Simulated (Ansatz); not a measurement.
I need a band structure of MoS2, space group P-3m1. Use the Ansatz DFT code, driven from Python. Use: PBEsol, PAW, the default cutoff (420 eV here), 12×12×6 k-points, Fermi-Dirac smearing of 0.1 eV.

```cif
data_structure
_symmetry_space_group_name_H-M 'P 1'
_symmetry_Int_Tables_number 1
_cell_length_a 3.2275
_cell_length_b 3.2275
_cell_length_c 6.3125
_cell_angle_alpha 90.000
_cell_angle_beta 90.000
_cell_angle_gamma 120.000
_cell_volume 56.94
loop_
_atom_site_label
_atom_site_type_symbol
_atom_site_fract_x
_atom_site_fract_y
_atom_site_fract_z
_atom_site_occupancy
Mo1 Mo 0.00000 0.00000 0.50000 1
S1 S 0.33333 0.66667 0.25532 1
S2 S 0.66667 0.33333 0.74468 1
```

Script `mos2_bands.py`:
```python
"""Bands of MoS2 along a path through the zone."""

import argparse

import ansatz as az
from ase import Atoms
import numpy as np

parser = argparse.ArgumentParser(description="Bands of MoS2 along a path through the zone.")
parser.add_argument("--mesh", type=int, nargs=3, required=True, help="k-point sampling")
parser.add_argument("--occupations", default="fermi_dirac", help="how the bands are filled")
parser.add_argument("--smearing-width", type=float, required=True, help="smearing width (eV)")
parser.add_argument("--xc", default="pbesol", help="exchange-correlation functional")
parser.add_argument("--extra-bands", type=int, required=True, help="empty bands")
args = parser.parse_args()

atoms = Atoms(
    ["Mo", "S", "S"],
    scaled_positions=[
        [0.0, 0.0, 0.5],
        [1 / 3, 2 / 3, 0.255319],
        [2 / 3, 1 / 3, 0.744681],
    ],
    cell=[
        [3.227465, 0.0, 0.0],
        [-1.613732, 2.795066, 0.0],
        [0.0, 0.0, 6.312473],
    ],
    pbc=True,
)
system = az.Crystal.from_ase(atoms)

# high-symmetry points in fractions of the reciprocal vectors
path = [
    ("G", (0.0, 0.0, 0.0)),
    ("M", (0.5, 0.0, 0.0)),
    ("K", (0.33333, 0.33333, 0.0)),
    ("G", (0.0, 0.0, 0.0)),
    ("A", (0.0, 0.0, 0.5)),
]
model = system.calculation()
model = model.kpoints(*args.mesh).occupations(args.occupations, width=args.smearing_width)
model = model.functional(args.xc)
model = model.band_structure([point for _, point in path], intervals=6)
model = model.scf(extra_bands=args.extra_bands)
planned = model.session().plan(threads=1)
facts = planned.describe()
print("plan:", facts["n_bands"], "bands,", len(facts["kpoints_frac"]), "k-points, plane waves", facts["n_pw_range"], "grid", facts["fft_dense"])
out = planned.execute()
summary = out.report

n_atoms = len(summary["lattice"]["sites"])
print("F =", round(summary["free_energy_ev"], 4), "eV for", n_atoms, "atoms")
print("E(sigma -> 0) =", round(summary["energy_sigma0_ev"], 4), "eV, TS =", round(summary["entropy_ts_ev"], 5), "eV")
print("closed by", summary["closed_by"], "after", summary["n_iterations"], "iterations")

bands = out.band_structure()
fermi = bands.fermi_energy_ev
print(f"zero of the bands: {fermi:.3f} eV, the Fermi level found on the SCF mesh")
for spin, channel in enumerate(bands.channels):
    levels = channel.eigenvalues_ev - fermi
    crossing = [b for b in range(levels.shape[1]) if levels[:, b].min() < 0 < levels[:, b].max()]
    print(f"channel {spin}: bands that cross the Fermi level on this path:", [b + 1 for b in crossing] or "none")
    shown = crossing or sorted(np.argsort(np.abs(levels).min(axis=0))[:2])
    for k, row in zip(bands.kpoints_frac, levels[:, shown]):
        print(f"{k[0]:7.3f} {k[1]:7.3f} {k[2]:7.3f}  ", " ".join(f"{e:8.3f}" for e in row))
```

```console
$ python mos2_bands.py --mesh 12 12 6 --smearing-width 0.1 --extra-bands 6
DeckWarning: basis.ecutwfc = 420 eV, auto-derived from the records' recommended cutoffs: set by Mo (normal level)
plan: 19 bands, 100 k-points, plane waves [1092, 1150] grid [24, 24, 45]
F = -6669.3056 eV for 3 atoms
E(sigma -> 0) = -6669.283 eV, TS = 0.04516 eV
closed by deck_thresholds after 6 iterations
zero of the bands: 10.021 eV, the Fermi level found on the SCF mesh
channel 0: bands that cross the Fermi level on this path: [13, 14, 15]
  0.000   0.000   0.000     -0.956   -0.287   -0.287
  0.083  -0.000   0.000     -1.066   -0.086    0.097
  0.167  -0.000   0.000     -1.165    0.145    0.523
  0.250  -0.000   0.000     -1.395    0.473    0.726
  0.333  -0.000   0.000     -1.556    0.809    0.959
  0.417  -0.000   0.000     -1.672    0.895    1.467
  0.500  -0.000   0.000     -1.721    0.945    1.710
  0.472   0.056   0.000     -1.215    0.938    1.677
  0.444   0.111   0.000     -0.768    0.935    1.576
  0.417   0.167   0.000     -0.372    0.958    1.412
  0.389   0.222   0.000      0.001    0.980    1.198
  0.361   0.278   0.000      0.361    0.935    0.962
  0.333   0.333   0.000      0.618    0.827    0.827
  0.278   0.278   0.000      0.225    0.617    1.336
  0.222   0.222   0.000     -0.358    0.482    1.453
  0.167   0.167   0.000     -0.855    0.375    1.023
  0.111   0.111   0.000     -1.018    0.337    0.440
  0.056   0.056   0.000     -1.044   -0.006    0.131
  0.000   0.000   0.000     -0.956   -0.287   -0.287
  0.000   0.000   0.083     -0.915   -0.292   -0.292
  0.000   0.000   0.167     -0.638   -0.305   -0.305
  0.000   0.000   0.250     -0.392   -0.322   -0.322
  0.000   0.000   0.333     -0.339   -0.339   -0.210
  0.000   0.000   0.417     -0.351   -0.351   -0.099
  0.000   0.000   0.500     -0.355   -0.355   -0.062
```
(Warnings from the package without file and line.)

Notes:
- Total energies depend on the potentials; only differences at equal settings carry meaning. A total without «per atom» is that of the whole cell that was run.
- No spin polarisation was allowed.
- The computed bands are complete only to about 5.8 eV above the Fermi level.
- This cell is a computed structure, which may not be the phase found in nature.
- Levels are Kohn-Sham eigenvalues on this mesh, without spin-orbit coupling.
- Timing: 5.2 s on 1 thread of Arm Neoverse V2, with other jobs on the host, peak memory 0.43 GiB.
